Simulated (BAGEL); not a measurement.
# [SiF5]− (SMILES F[Si-](F)(F)(F)F): levels of theory compared

Aim: a comparison of 6 runs (HF/STO-3G, HF/3-21G, HF/6-31G*, B3LYP/6-31G*, PBE0/6-31G*, RI-MP2/6-31G*) of [SiF5]−. 

The results are computed with BAGEL 1.2.2.

8 further runs of the same task are left out: 8 that didn't finish.

## (1) The molecule

[SiF5]− has 6 atoms, charge -1, and is taken as a singlet. SMILES: `F[Si-](F)(F)(F)F`. The coordinates come from a PBE0-D4/def2-TZVPD relaxation.

Bond lengths: F1–Si2 1.669 Å, Si2–F3 1.628 Å, Si2–F4 1.628 Å, Si2–F5 1.669 Å, Si2–F6 1.627 Å. Angles: F1–Si2–F3 90.0°, F1–Si2–F4 90.0°, F1–Si2–F5 180.0°, F1–Si2–F6 90.0°, F3–Si2–F4 120.0°, F3–Si2–F5 90.0°, F3–Si2–F6 120.0°, F4–Si2–F5 90.0°, F4–Si2–F6 120.0°, F5–Si2–F6 90.0°.

## (2) A single-point energy at HF/STO-3G (density fitting with qzvpp-jkfit) (run 1)

Input file input.json:

```json
{ "bagel" : [

{
  "title" : "molecule",
  "basis" : "sto-3g",
  "df_basis" : "qzvpp-jkfit",
  "angstrom" : true,
  "geometry" : [
    { "atom" : "F", "xyz" : [      -0.716900,      -1.106000,       1.023500 ] },
    { "atom" : "Si", "xyz" : [       0.000000,       0.000000,       0.000000 ] },
    { "atom" : "F", "xyz" : [      -1.466700,       0.583500,      -0.396400 ] },
    { "atom" : "F", "xyz" : [       0.651500,      -1.218400,      -0.860200 ] },
    { "atom" : "F", "xyz" : [       0.716500,       1.105800,      -1.024000 ] },
    { "atom" : "F", "xyz" : [       0.815500,       0.635100,       1.257000 ] }
  ]
},

{ "title" : "hf", "charge" : -1 },

{ "title" : "print", "file" : "orbitals.molden", "orbitals" : true }

]}
```

Launch:

```sh
$ BAGEL_NUM_THREADS=1 BAGEL input.json > input.out
```

What it wrote:

```text
* using 1 threads per process

  ===============================================================
  ===============================================================

  *** Geometry ***

  { "atom" : "F", "xyz" : [     -1.354745,     -2.090037,      1.934135 ] },
  { "atom" : "Si", "xyz" : [      0.000000,      0.000000,      0.000000 ] },
  { "atom" : "F", "xyz" : [     -2.771661,      1.102655,     -0.749087 ] },
  { "atom" : "F", "xyz" : [      1.231157,     -2.302442,     -1.625542 ] },
  { "atom" : "F", "xyz" : [      1.353989,      2.089659,     -1.935080 ] },
  { "atom" : "F", "xyz" : [      1.541072,      1.200165,      2.375386 ] },

  Number of auxiliary basis functions:      513

  Since a DF basis is specified, we compute 2- and 3-index integrals:
    o Being stored without compression. Storage requirement is 0.005 GB

  Number of basis functions:       34
  Number of electrons      :       59

    * METHOD: MOLECULE                             0.13

  *** RHF ***

  === Nuclear Repulsion ===
   371.6097667154

      * DIIS with orbital gradients will be used.

  === RHF iteration (sto-3g) ===
      0       -775.61812966          0.01778119           0.03
      1       -775.75202679          0.00205778           0.02
      2       -775.75385660          0.00051002           0.02
      3       -775.75407019          0.00007847           0.02
      4       -775.75407542          0.00000515           0.02
      5       -775.75407544          0.00000046           0.02
      6       -775.75407544          0.00000010           0.02
      7       -775.75407544          0.00000002           0.02
      8       -775.75407544          0.00000000           0.02
    * SCF iteration converged.

    * Permanent dipole moment:
           (   -0.000155,    -0.000045,    -0.000188) a.u.

    * METHOD: HF                                   0.26

    * METHOD: PRINT                                0.00

  ===============================================================
```

It took 0.52 s on 1 thread of Intel Xeon 6975P-C (Granite Rapids), shared host.

## (3) The energy at HF/3-21G (density fitting with qzvpp-jkfit) (run 2)

Input file hf.json:

```json
{ "bagel": [

{
  "title": "molecule",
  "basis": "3-21g",
  "df_basis": "qzvpp-jkfit",
  "angstrom": "true",
  "geometry": [
    { "atom": "F", "xyz": [   -0.716900,   -1.106000,    1.023500 ] },
    { "atom": "Si", "xyz": [    0.000000,    0.000000,    0.000000 ] },
    { "atom": "F", "xyz": [   -1.466700,    0.583500,   -0.396400 ] },
    { "atom": "F", "xyz": [    0.651500,   -1.218400,   -0.860200 ] },
    { "atom": "F", "xyz": [    0.716500,    1.105800,   -1.024000 ] },
    { "atom": "F", "xyz": [    0.815500,    0.635100,    1.257000 ] }
  ]
},
{
  "title": "hf",
  "charge": -1
},
{
  "title": "print",
  "file": "orbitals.molden",
  "orbitals": "true"
}

]}
```

Launch:

```sh
$ BAGEL_NUM_THREADS=1 BAGEL hf.json > hf.out
```

What it wrote:

```text
* using 1 threads per process

  ===============================================================
  ===============================================================

  *** Geometry ***

  { "atom" : "F", "xyz" : [     -1.354745,     -2.090037,      1.934135 ] },
  { "atom" : "Si", "xyz" : [      0.000000,      0.000000,      0.000000 ] },
  { "atom" : "F", "xyz" : [     -2.771661,      1.102655,     -0.749087 ] },
  { "atom" : "F", "xyz" : [      1.231157,     -2.302442,     -1.625542 ] },
  { "atom" : "F", "xyz" : [      1.353989,      2.089659,     -1.935080 ] },
  { "atom" : "F", "xyz" : [      1.541072,      1.200165,      2.375386 ] },

  Number of auxiliary basis functions:      513

  Since a DF basis is specified, we compute 2- and 3-index integrals:
    o Being stored without compression. Storage requirement is 0.014 GB

  Number of basis functions:       58
  Number of electrons      :       59

    * METHOD: MOLECULE                             0.13

  *** RHF ***

  === Nuclear Repulsion ===
   371.6097667154

      * DIIS with orbital gradients will be used.

  === RHF iteration (3-21g) ===
      0       -781.99062330          0.03378628           0.05
      1       -782.21749694          0.01702899           0.04
      2       -782.28331437          0.00054420           0.04
      3       -782.28350558          0.00009827           0.04
      4       -782.28351008          0.00004014           0.05
      5       -782.28351055          0.00000565           0.05
      6       -782.28351057          0.00000094           0.05
      7       -782.28351057          0.00000018           0.04
      8       -782.28351057          0.00000006           0.04
      9       -782.28351057          0.00000002           0.04
     10       -782.28351057          0.00000000           0.04
    * SCF iteration converged.

    * Permanent dipole moment:
           (   -0.000128,    -0.000018,    -0.000142) a.u.

    * METHOD: HF                                   0.55

    * METHOD: PRINT                                0.00

  ===============================================================
```

It took 0.84 s on 1 thread of Intel Xeon 6975P-C (Granite Rapids), shared host.

Runs 3 to 4 aren't shown in full; the table further down has their settings and results.

## (4) The energy at PBE0/6-31G(d) (density fitting with qzvpp-jkfit, spherical functions) (run 5)

Input file job.json:

```json
{ "bagel" : [

{
  "title" : "molecule",
  "basis" : "6-31gs.json",
  "df_basis" : "qzvpp-jkfit",
  "angstrom" : "true",
  "geometry" : [
    { "atom" : "F", "xyz" : [   -0.716900,   -1.106000,    1.023500 ] },
    { "atom" : "Si", "xyz" : [    0.000000,    0.000000,    0.000000 ] },
    { "atom" : "F", "xyz" : [   -1.466700,    0.583500,   -0.396400 ] },
    { "atom" : "F", "xyz" : [    0.651500,   -1.218400,   -0.860200 ] },
    { "atom" : "F", "xyz" : [    0.716500,    1.105800,   -1.024000 ] },
    { "atom" : "F", "xyz" : [    0.815500,    0.635100,    1.257000 ] }
  ]
},
{ "title" : "ks", "xc_func" : "pbe0", "charge" : -1 },
{ "title" : "print", "file" : "orbitals.molden", "orbitals" : "true" }

]}
```

The basis set 6-31G* is read from a file made from the Basis Set Exchange's data (not shown).

Launch:

```sh
$ BAGEL_NUM_THREADS=1 BAGEL job.json > job.out
```

What it wrote:

```text
* using 1 threads per process

  ===============================================================
  ===============================================================

  *** Geometry ***

  { "atom" : "F", "xyz" : [     -1.354745,     -2.090037,      1.934135 ] },
  { "atom" : "Si", "xyz" : [      0.000000,      0.000000,      0.000000 ] },
  { "atom" : "F", "xyz" : [     -2.771661,      1.102655,     -0.749087 ] },
  { "atom" : "F", "xyz" : [      1.231157,     -2.302442,     -1.625542 ] },
  { "atom" : "F", "xyz" : [      1.353989,      2.089659,     -1.935080 ] },
  { "atom" : "F", "xyz" : [      1.541072,      1.200165,      2.375386 ] },

  Number of auxiliary basis functions:      513

  Since a DF basis is specified, we compute 2- and 3-index integrals:
    o Being stored without compression. Storage requirement is 0.032 GB

  Number of basis functions:       88
  Number of electrons      :       59

    * METHOD: MOLECULE                             0.19

  *** Kohn-Sham DFT ***

    * Removing 11251 points whose weight is below 1.00e-10
    * Grid points: 78185

  === Nuclear Repulsion ===
   371.6097667154

       - DIIS with orbital gradients will be used.

  === KS iteration (pbe0 / 6-31gs.json) ===
      0       -751.41345749          0.14085498           0.32
      1       -766.02544649          0.17561157           0.29
      2       -781.21654797          0.09547808           0.30
      3       -788.24116541          0.01787483           0.29
      4       -788.17843031          0.02137948           0.30
      5       -788.43544715          0.00078766           0.29
      6       -788.43564736          0.00050691           0.30
      7       -788.43577035          0.00015111           0.29
      8       -788.43578209          0.00001041           0.29
      9       -788.43578215          0.00000239           0.29
     10       -788.43578215          0.00000172           0.29
     11       -788.43578215          0.00000021           0.29
     12       -788.43578215          0.00000012           0.29
     13       -788.43578215          0.00000003           0.29
     14       -788.43578215          0.00000001           0.28
    * SCF iteration converged.

    * Permanent dipole moment:
           (   -0.000140,    -0.000073,    -0.000203) a.u.

    * METHOD: KS                                   4.74

    * METHOD: PRINT                                0.01

  ===============================================================
```

Run time: 5.1 s. Hardware: 1 thread of Intel Xeon 6975P-C (Granite Rapids), shared host; peak memory 0.38 GiB.

## (5) A single-point energy at RI-MP2/6-31G(d) (density fitting with qzvpp-jkfit, spherical functions) (run 6)

Input file input.json:

```json
{ "bagel": [

{
  "title": "molecule",
  "basis": "6-31gs.json",
  "df_basis": "qzvpp-jkfit",
  "angstrom": true,
  "geometry": [
    { "atom": "F", "xyz": [   -0.716900,   -1.106000,    1.023500 ] },
    { "atom": "Si", "xyz": [    0.000000,    0.000000,    0.000000 ] },
    { "atom": "F", "xyz": [   -1.466700,    0.583500,   -0.396400 ] },
    { "atom": "F", "xyz": [    0.651500,   -1.218400,   -0.860200 ] },
    { "atom": "F", "xyz": [    0.716500,    1.105800,   -1.024000 ] },
    { "atom": "F", "xyz": [    0.815500,    0.635100,    1.257000 ] }
  ]
},
{ "title": "hf", "charge": -1 },
{ "title": "mp2", "charge": -1, "ncore": 10 }

]}
```

The basis set 6-31G* is read from a file made from the Basis Set Exchange's data (not shown).

Launch:

```sh
$ BAGEL_NUM_THREADS=1 BAGEL input.json > input.out
```

What it wrote:

```text
* using 1 threads per process

  ===============================================================
  ===============================================================

  *** Geometry ***

  { "atom" : "F", "xyz" : [     -1.354745,     -2.090037,      1.934135 ] },
  { "atom" : "Si", "xyz" : [      0.000000,      0.000000,      0.000000 ] },
  { "atom" : "F", "xyz" : [     -2.771661,      1.102655,     -0.749087 ] },
  { "atom" : "F", "xyz" : [      1.231157,     -2.302442,     -1.625542 ] },
  { "atom" : "F", "xyz" : [      1.353989,      2.089659,     -1.935080 ] },
  { "atom" : "F", "xyz" : [      1.541072,      1.200165,      2.375386 ] },

  Number of auxiliary basis functions:      513

  Since a DF basis is specified, we compute 2- and 3-index integrals:
    o Being stored without compression. Storage requirement is 0.032 GB

  Number of basis functions:       88
  Number of electrons      :       59

    * METHOD: MOLECULE                             0.19

  *** RHF ***

  === Nuclear Repulsion ===
   371.6097667154

      * DIIS with orbital gradients will be used.

  === RHF iteration (6-31gs.json) ===
      0       -786.04631440          0.02639974           0.08
      1       -786.32508658          0.01577907           0.07
      2       -786.45801414          0.00053788           0.07
      3       -786.45831353          0.00009421           0.07
      4       -786.45831983          0.00003573           0.07
      5       -786.45832086          0.00000675           0.07
      6       -786.45832091          0.00000172           0.07
      7       -786.45832092          0.00000037           0.08
      8       -786.45832092          0.00000009           0.07
      9       -786.45832092          0.00000005           0.07
     10       -786.45832092          0.00000001           0.07
     11       -786.45832092          0.00000000           0.07
    * SCF iteration converged.

    * Permanent dipole moment:
           (   -0.000147,    -0.000063,    -0.000202) a.u.

    * METHOD: HF                                   0.98

  *** RHF ***

  === Nuclear Repulsion ===
   371.6097667154

      * DIIS with orbital gradients will be used.

  === RHF iteration (6-31gs.json) ===
      0       -786.45832092          0.00000000           0.07
    * SCF iteration converged.

    * Permanent dipole moment:
           (   -0.000147,    -0.000063,    -0.000202) a.u.

  === DF-MP2 calculation ===

    * freezing 10 orbitals
    * 3-index integral transformation done
    * assembly done

      MP2 correlation energy:   -0.9474583124      0.05

      MP2 total energy:       -787.4057792287

    * METHOD: MP2                                  0.20

  ===============================================================
```

It took 1.5 s on 1 thread of Intel Xeon 6975P-C (Granite Rapids), shared host.

## (6) All runs side by side

```tsv
run	level	frozen core orbitals	energy (Eh)	HOMO energy (eV)	LUMO energy (eV)	HOMO–LUMO gap (eV)	wall time
1	HF/STO-3G (density fitting with qzvpp-jkfit)	–	-775.754075	-2.18	20.92	23.10	0.52 s
2	HF/3-21G (density fitting with qzvpp-jkfit)	–	-782.283511	-9.71	12.68	22.39	0.84 s
3	HF/6-31G* (density fitting with qzvpp-jkfit, spherical functions)	–	-786.458321	-10.10	11.57	21.67	1.4 s
4	B3LYP/6-31G* (density fitting with qzvpp-jkfit, spherical functions)	–	-789.037377	-3.69	7.59	11.28	5.4 s
5	PBE0/6-31G* (density fitting with qzvpp-jkfit, spherical functions)	–	-788.435782	-4.12	7.94	12.06	5.1 s
6	RI-MP2/6-31G* (density fitting with qzvpp-jkfit, spherical functions)	10	-787.405779	–	–	–	1.5 s
```

## (7) Outcome

| quantity | value |
| --- | --- |
| run 6: total energy | -787.40578 Eh |
| run 6: correlation energy (10 core orbitals frozen) | -947.5 mEh |

Over runs 1, 2, 3, 4, 5 the HOMO–LUMO gap runs from 11.28 eV (B3LYP/6-31G*) to 23.10 eV (HF/STO-3G). The two ends differ in method and basis. The empty levels of an anion lie above zero and hang on the basis. Totals of different functionals can't be ranked against each other. In run 1 the basis is minimal, so the values are rough. All runs together took 15 s, the longest 5.4 s.
